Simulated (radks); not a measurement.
# Rb inside a hard spherical wall

One table from this session's results is given with a row withheld; the runs are named, their logs left out.

The numbers are computed with radks (a radial shooting solver on a logarithmic mesh, Libxc functionals) version 1 (scalar-relativistic Kohn-Sham, PBE, spin-polarised, spherical densities, finite nucleus; open shells are filled with parallel spins first), except any that are marked as measured or tabulated.

### What is computed

| Quantity | Value |
| --- | --- |
| element | rubidium (Z = 37) |
| charge | 0 |
| electrons | 37 |
| configuration | [Kr] 5s1 |
| nuclear rms radius | 4.2036 fm |

Outer shells as boxes (Hund's rule):

Rb
```
[Kr] core
5s [↑ ]
```

Set-up of the first run:

Settings of this run:

```text
Z 37
configuration [Kr] 5s1 4d0 5p0 6s0
relativity scalar-relativistic
functional pbe,pbe
spin polarised
nucleus finite rms 4.2036 fm
c 137.035999084
```

Started as:

```
$ python run_ks.py task.json out
```

This one command runs every case of the session in turn.

Steps of the session up to this table: The free atom; Wall at 20 bohr; Wall at 10 bohr; Wall at 8 bohr; Wall at 7 bohr; Wall at 6 bohr; Wall at 5 bohr; Wall at 4 bohr; Wall at 3.5 bohr; Wall at 1.5 bohr.

One of the session's tables, all rows but one given; the rest of the session is left out.

| R (bohr) | E − E(free) (eV) | ε(5s) (eV) | ε(5p, empty) (eV) | ε(6s, empty) (eV) | ε(4d, empty) (eV) |
| --- | --- | --- | --- | --- | --- |
| free | 0.000 | -2.436 | -0.893 | - | - |
| 20 | 0.000 | -2.436 | -0.889 | 0.011 | -0.084 |
| 10 | 0.154 | -2.138 | -0.152 | 3.660 | 0.622 |
| 8 | 0.628 | -1.453 | 1.125 | 8.090 | 1.437 |
| 7 | ? | ? | ? | ? | ? |
| 6 | 2.732 | 1.083 | 5.215 | 20.234 | 3.387 |
| 5 | 6.369 | 4.917 | 10.750 | 34.985 | 5.592 |
| 4 | 17.889 | 15.125 | 24.025 | 67.117 | 10.571 |
| 3.5 | 33.438 | 26.672 | 37.931 | 98.439 | 15.771 |
| 1.5 | 1257.4 | 468.41 | 493.64 | 977.69 | 198.38 |

Q: Estimate the row for R (bohr) = 7 from the others.

Worked estimate for «E − E(free) (eV)». A straight line through the neighbours (8, 0.628) and (6, 2.732) gives 0.628 + (2.732 − 0.628) × (7 − 8) / (6 − 8) = 1.680; a parabola fitted to 4 rows on both sides gives 1.387.

**Answer.** E − E(free) (eV): 1.285; ε(5s) (eV): -0.614; ε(5p, empty) (eV): 2.546; ε(6s, empty) (eV): 12.513; ε(4d, empty) (eV): 2.182. In «E − E(free) (eV)» the line misses by +0.395 and the parabola by +0.102.

From R = 6 bohr inwards the highest occupied level lies above zero, pushed up by confinement. Shells are not refilled when levels cross, and a hard wall is a model, not a crystal.
